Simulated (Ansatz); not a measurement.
# AlH7O2Si: the cost of one run

Method: RKS B3LYP-D4/def2-SVP, in Ansatz 0.2.0.

### Step 1. The system as given

Bond lengths: Si1–O2 2.030 Å, O2–H3 1.010 Å, Si1–H4 1.460 Å, Si1–H5 1.459 Å, Si1–H6 1.459 Å, Si1–O7 1.980 Å, O7–Al8 1.780 Å, Al8–H9 1.560 Å, Al8–H10 1.560 Å. Angles (14 of 15 angles, heavy atoms first): O2–Si1–O7 71.6°, Si1–O7–Al8 125.0°, Si1–O2–H3 109.5°, O2–Si1–H4 109.5°, O2–Si1–H5 109.5°, O2–Si1–H6 109.5°, H4–Si1–O7 67.2°, H5–Si1–O7 176.6°, H6–Si1–O7 72.8°, O7–Al8–H9 120.0°, O7–Al8–H10 120.0°, H4–Si1–H5 109.5°, H4–Si1–H6 109.5°, H5–Si1–H6 109.5°.

As a file:

```xyz
11

Si    0.0000    0.0000    0.0000
O     0.0000    0.0000    2.0300
H    -0.9095   -0.2814    2.3671
H     1.3768    0.0000   -0.4862
H    -0.6877    1.1914   -0.4862
H    -0.6877   -1.1914   -0.4862
O     1.0334   -1.5693    0.6243
Al    0.4294   -3.2434    0.6540
H     1.0262   -4.3053   -0.3206
H    -0.6967   -3.6487    1.6546
H     0.6597   -1.0018    1.6945
```

### Step 2. Pulling towards end A

Springs on the bonds that form and break draw the guess towards this end; the thresholds are loose.

File input.yaml:

```yaml
crystal:
  periodic: [false, false, false]
  atoms:
    - { symbol: Si, position_ang: [0.0, 0.0, 0.0] }
    - { symbol: O, position_ang: [0.0, 0.0, 2.03] }
    - { symbol: H, position_ang: [-0.9095, -0.2814, 2.3671] }
    - { symbol: H, position_ang: [1.3768, 0.0, -0.4862] }
    - { symbol: H, position_ang: [-0.6877, 1.1914, -0.4862] }
    - { symbol: H, position_ang: [-0.6877, -1.1914, -0.4862] }
    - { symbol: O, position_ang: [1.0334, -1.5693, 0.6243] }
    - { symbol: Al, position_ang: [0.4294, -3.2434, 0.654] }
    - { symbol: H, position_ang: [1.0262, -4.3053, -0.3206] }
    - { symbol: H, position_ang: [-0.6967, -3.6487, 1.6546] }
    - { symbol: H, position_ang: [0.6597, -1.0018, 1.6945] }
basis:
  gaussian: { orbitals: def2-SVP }
hamiltonian:
  xc: b3lyp
  dispersion: d4
relax:
  f_tol: 0.15
  max_steps: 25
  restrain:
    - { distance: [0, 6], at: 2.88, k: 30.0 }
    - { distance: [10, 1], at: 2.21, k: 30.0 }
    - { distance: [0, 1], at: 1.68, k: 30.0 }
    - { distance: [10, 6], at: 1.01, k: 30.0 }
```

Command:

```bash
$ ansatz run input.yaml --threads 2 --pin off --max-ram 3072MiB --backend cpu --events-out ev --progress --plain --runs-dir out
```

**Question.** How long does this run take on 2 threads of Arm Neoverse V2, shared host, and how much memory does it need?

About 27 s, with a peak of 0.2 GiB.
